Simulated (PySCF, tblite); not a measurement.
# C3H8AlFO: geometry, infrared bands and NMR shifts

What infrared bands and NMR shifts should C3H8AlFO (`CC(C)[O][AlH][F]`) show?

Programs: tblite 0.8.0 and PySCF 2.14.0, with density-fitted response routines of our own. Each step states its level of theory. These are calculated values for one molecule in the gas phase, unless marked as measured. Atoms are numbered from 0 throughout.

## (1) Starting geometry

14 atoms, charge 0, multiplicity 1; geometry from: force field or distance geometry start.

Bonds of the start (Å): C0–C1 1.48, C1–C2 1.51, C1–O3 1.41, O3–Al4 1.85, Al4–F5 1.81, C0–H6 1.12, C0–H7 1.13, C0–H8 1.11, C1–H9 1.13, C2–H10 1.11, C2–H11 1.11, C2–H12 1.11, Al4–H13 1.61.

## (2) Optimising the geometry with GFN2-xTB

The job: settings as JSON, then the geometry in Å.

```
{"job": {"kind": "relax", "xc": "GFN2-xTB", "basis": "xTB"}, "charge": 0, "multiplicity": 1}
C     -1.543200     0.615600     0.131300
C     -0.292900    -0.120600     0.431200
C     -0.325000    -1.590800     0.092300
O      0.742200     0.444400    -0.338600
Al     2.131000     1.025700     0.737200
F      2.268500     2.820200     0.922100
H     -2.075500     0.235300    -0.780100
H     -1.242100     1.664800    -0.142500
H     -2.226700     0.700200     1.008000
H     -0.002100    -0.071100     1.525100
H      0.573000    -2.079100     0.516300
H     -0.290300    -1.721300    -1.007000
H     -1.214700    -2.097800     0.531500
H      3.497100     0.173900     0.630900
```

Launch:

```console
OMP_NUM_THREADS=1 python probes_run.py task.json out
```

This one command runs all jobs of the session in turn.

**Question.** This job is followed by: GFN2-xTB harmonic vibrations, gas phase; GIAO PBE0/pcSseg-1 NMR shielding, non-relativistic, gas phase. Predict these results of the whole session: strongest single infrared mode (GFN2-xTB); zero-point energy (GFN2-xTB); 13C shifts against TMS (PBE0/pcSseg-1, means over atoms taken as alike); 1H shifts against TMS (PBE0/pcSseg-1, means over atoms taken as alike); 17O shifts against H2O (PBE0/pcSseg-1); 27Al shifts against AlH4- (PBE0/pcSseg-1); 19F shifts against CFCl3 (PBE0/pcSseg-1).

**Answer**, as computed:

| quantity | value |
| --- | --- |
| strongest single infrared mode (GFN2-xTB) | 1229 cm⁻¹, 317 km/mol |
| zero-point energy (GFN2-xTB) | 66.4 kcal/mol |
| 13C shifts against TMS (PBE0/pcSseg-1, means over atoms taken as alike) | 71.9, 29.9 ppm |
| 1H shifts against TMS (PBE0/pcSseg-1, means over atoms taken as alike) | 4.55, 3.60, 1.29 ppm |
| 17O shifts against H2O (PBE0/pcSseg-1) | 94.1 ppm |
| 27Al shifts against AlH4- (PBE0/pcSseg-1) | 15.8 ppm |
| 19F shifts against CFCl3 (PBE0/pcSseg-1) | -159.8 ppm |

In words: The optimisation took 85 steps and gained 1.743 eV; among the close pairs (by a distance rule), O3–Al4 changed most, from 1.850 to 1.636 Å. No mode is imaginary among the 36: a minimum at this level. The strongest single mode, at 1229 cm⁻¹, moves mainly O3 and C1. GFN2-xTB is a fitted tight-binding method: band positions and strengths are rough. Its intensities can rank the bands wrongly. The most deshielded carbon is C1 (sp3 CH bonded to O), at 71.9 ppm: deshielded by the electronegative neighbour. The most deshielded hydrogen is H9 (hydrogen on an sp3 CH bonded to O), at 4.55 ppm: its carbon carries O, which withdraws density. At PBE0/pcSseg-1: The widest tensor belongs to F5: span 213 ppm, with a paramagnetic part of -139 ppm.
